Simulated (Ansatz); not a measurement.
# CH7BO2Si: up Jacob's ladder to CCSD(T)

One table from this session's results is given with a row withheld; the runs are named, their logs left out.

Method: functionals in def2-TZVPP, the program's frozen cores in correlated methods; program: Ansatz 0.2.0, Gaussian basis.

The runs, in order: PBE-D4, r2SCAN-D4, PBE0-D4, B3LYP-D4, ωB97X-V, ωB97M-V, B2PLYP; CCSD(T)/def2-TZVPP; MP2/def2-QZVPP; extrapolation to the limit.

## The geometry

All runs share one geometry, relaxed beforehand with PBE0-D4 in a triple-zeta def2 set.

SMILES `C[SiH2]B(O)O`, 12 atoms, charge 0, spin multiplicity 1.

Atoms are counted from 1 here; the program's logs count them from 0.

Bond lengths: C1–Si2 1.881 Å, C1–H6 1.092 Å, C1–H7 1.093 Å, C1–H8 1.093 Å, Si2–B3 2.044 Å, Si2–H9 1.494 Å, Si2–H10 1.494 Å, B3–O4 1.363 Å, B3–O5 1.361 Å, O4–H11 0.958 Å, O5–H12 0.958 Å. Angles: Si2–C1–H6 111.2°, Si2–C1–H7 111.0°, Si2–C1–H8 111.0°, H6–C1–H7 107.6°, H6–C1–H8 107.6°, H7–C1–H8 108.3°, C1–Si2–B3 111.8°, C1–Si2–H9 109.6°, C1–Si2–H10 109.6°, B3–Si2–H9 109.9°, B3–Si2–H10 109.9°, H9–Si2–H10 106.0°, Si2–B3–O4 122.0°, Si2–B3–O5 123.4°, O4–B3–O5 114.5°, B3–O4–H11 113.5°, B3–O5–H12 113.8°.

The first run:

in.yaml

```yaml
crystal:
  periodic: [false, false, false]
  atoms:
    - {symbol: C, position_ang: [-1.197903, 1.025378, 0.865526]}
    - {symbol: Si, position_ang: [0.524924, 0.318529, 0.602797]}
    - {symbol: B, position_ang: [0.584802, -0.957706, -0.992611]}
    - {symbol: O, position_ang: [-0.520582, -1.230395, -1.741781]}
    - {symbol: O, position_ang: [1.714189, -1.601803, -1.396141]}
    - {symbol: H, position_ang: [-1.218756, 1.705227, 1.719594]}
    - {symbol: H, position_ang: [-1.923066, 0.230166, 1.058320]}
    - {symbol: H, position_ang: [-1.529682, 1.586841, -0.012009]}
    - {symbol: H, position_ang: [0.967565, -0.393095, 1.839349]}
    - {symbol: H, position_ang: [1.497374, 1.433822, 0.398023]}
    - {symbol: H, position_ang: [-1.305990, -0.769308, -1.444474]}
    - {symbol: H, position_ang: [2.484224, -1.402555, -0.862491]}
basis:
  gaussian: {orbitals: def2-TZVPP}
hamiltonian: {xc: pbe, dispersion: d4}
output: {forces: true, orbitals: {seedname: orbitals}}
```

The run is started by

```console
> ansatz run in.yaml --threads 4 --pin off --events-out ev --progress --plain --max-ram 10444MiB
```

Among the steps run: PBE-D4 (GGA); r2SCAN-D4 (meta-GGA); PBE0-D4 (hybrid); B3LYP-D4 (hybrid); ωB97X-V (range-separated); ωB97M-V (range-separated); B2PLYP (double hybrid); CCSD(T) in def2-TZVPP; MP2 in def2-QZVPP.

One of the session's tables, all rows but one given; the rest of the session is left out.

| method | atomisation energy (eV) |
| --- | --- |
| PBE-D4 | 48.062 |
| r2SCAN-D4 | 47.604 |
| PBE0-D4 | 47.279 |
| B3LYP-D4 | 47.367 |
| ωB97X-V | 47.504 |
| ωB97M-V | 47.562 |
| B2PLYP | 46.932 |
| HF/def2-TZVPP | 35.217 |
| MP2/def2-TZVPP | 47.017 |
| CCSD/def2-TZVPP | 45.640 |
| CCSD(T)/def2-TZVPP | ? |
| MP2/CBS | 48.189 |
| CCSD(T)/CBS | 47.428 |

**Question.** Estimate the row for CCSD(T)/def2-TZVPP.

**Answer.** atomisation energy (eV): 46.256. In the column «atomisation energy (eV)» it lies between CCSD/def2-TZVPP (45.640) and B2PLYP (46.932).

Among the levels timed on like hardware and quicker than the yardstick, those that no quicker one beats, quickest first: PBE-D4 (2.8 s, +0.634 eV); PBE0-D4 (3.4 s, -0.149 eV); B3LYP-D4 (5.5 s, -0.061 eV).

B2PLYP carry no dispersion term (for B3LYP, D4 adds 0.357 eV).

Caveats from the session: Free atoms (1 C, 1 Si, 1 B, 2 O, 7 H) were run apart at each level; the atomisation energy is their sum less the molecule, without zero-point or spin-orbit terms.
